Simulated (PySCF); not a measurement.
# S⁺ (quartet): changing the method

Aim: see what other levels and later steps give for S⁺ (quartet).

Computed with PySCF 2.14.0. Level: method and basis as typed in the scripts.

3 further runs of the same task are left out: 3 that didn't finish.

## 1. The atom

S⁺ (quartet): 1 atom, charge 1, spin multiplicity 4.

## 2. The run that the others are compared with

The input, input.py:

```python
from pyscf import gto, scf, cc

mol = gto.M(
    atom='S 0 0 0',
    basis='ano-rcc-vdzp',
    charge=1,
    spin=3,
    verbose=4,
)
mf = scf.ROHF(mol)
mf = mf.sfx2c1e()
mf = mf.density_fit(auxbasis='def2-universal-jkfit')
mf.kernel()
mycc = cc.CCSD(mf, frozen=5)
mycc.kernel()
mf.dip_moment()
print('orbital energies (hartree):', mf.mo_energy[..., max(0, mol.nelec[1]-3):mol.nelec[0]+3].round(4))
```

Started as:

```sh
$ OMP_NUM_THREADS=1 python input.py
```

The log of this run is left out.

In short: E(SCF) = -398.253861 Eh, 6 cycles, E(CCSD) − E(SCF) = -0.08823 Eh.

The quartet is typed in the script; nothing here shows that it is the ground state.

## 3. RHF

Edit 1 changes SCF type: ROHF → RHF.

The input, input.py:

```python
from pyscf import gto, scf, cc

mol = gto.M(
    atom='S 0 0 0',
    basis='ano-rcc-vdzp',
    charge=1,
    spin=3,
    verbose=4,
)
mf = scf.RHF(mol)
mf = mf.sfx2c1e()
mf = mf.density_fit(auxbasis='def2-universal-jkfit')
mf.kernel()
mycc = cc.CCSD(mf, frozen=5)
mycc.kernel()
mf.dip_moment()
print('orbital energies (hartree):', mf.mo_energy[..., max(0, mol.nelec[1]-3):mol.nelec[0]+3].round(4))
```

Started as:

```sh
$ OMP_NUM_THREADS=1 python input.py
```

## 4. Population analysis

Edit 2 changes step after the SCF: ccsd → analyze.

The input, input.py:

```python
from pyscf import gto, scf

mol = gto.M(
    atom='S 0 0 0',
    basis='ano-rcc-vdzp',
    charge=1,
    spin=3,
    verbose=4,
)
mf = scf.ROHF(mol)
mf = mf.sfx2c1e()
mf = mf.density_fit(auxbasis='def2-universal-jkfit')
mf.kernel()
mf.analyze()
print('orbital energies (hartree):', mf.mo_energy[..., max(0, mol.nelec[1]-3):mol.nelec[0]+3].round(4))
```

## 5. Stability test (UHF)

Edit 3 changes step after the SCF: ccsd → stability; SCF type: ROHF → UHF.

The input, input.py:

```python
from pyscf import gto, scf

mol = gto.M(
    atom='S 0 0 0',
    basis='ano-rcc-vdzp',
    charge=1,
    spin=3,
    verbose=4,
)
mf = scf.UHF(mol)
mf = mf.sfx2c1e()
mf = mf.density_fit(auxbasis='def2-universal-jkfit')
mf.kernel()
mf.stability(internal=True, external=True)
mf.dip_moment()
print('orbital energies (hartree):', [e[max(0, n-3):n+3].round(4) for e, n in zip(mf.mo_energy, mol.nelec)])
```

## 6. UHF

Edit 4 changes SCF type: ROHF → UHF.

The input, input.py:

```python
from pyscf import gto, scf, cc

mol = gto.M(
    atom='S 0 0 0',
    basis='ano-rcc-vdzp',
    charge=1,
    spin=3,
    verbose=4,
)
mf = scf.UHF(mol)
mf = mf.sfx2c1e()
mf = mf.density_fit(auxbasis='def2-universal-jkfit')
mf.kernel()
mycc = cc.CCSD(mf, frozen=5)
mycc.kernel()
mf.dip_moment()
print('orbital energies (hartree):', [e[max(0, n-3):n+3].round(4) for e, n in zip(mf.mo_energy, mol.nelec)])
```

Before running it: what results should come out? Wanted: for each run, E(SCF); from base; gap, α spin; after the SCF.

The runs gave:

```tsv
run	E(SCF) (hartree)	from base (eV)	cycles	gap, α spin (eV)	after the SCF
base	-398.253861	0	6	n/a	CCSD correlation -2.401 eV, core frozen
RHF	-398.253861	0.0000	6	n/a	CCSD correlation -2.401 eV, core frozen
population analysis	-398.253861	0.0000	6	n/a	n/a
stability test (UHF)	-398.254123	-0.0071	7	25.28	stable
UHF	-398.254123	-0.0071	7	25.28	CCSD correlation -2.395 eV, core frozen
```

**Reading.** The SCF energy stays the same, to the digits that matter, with RHF.
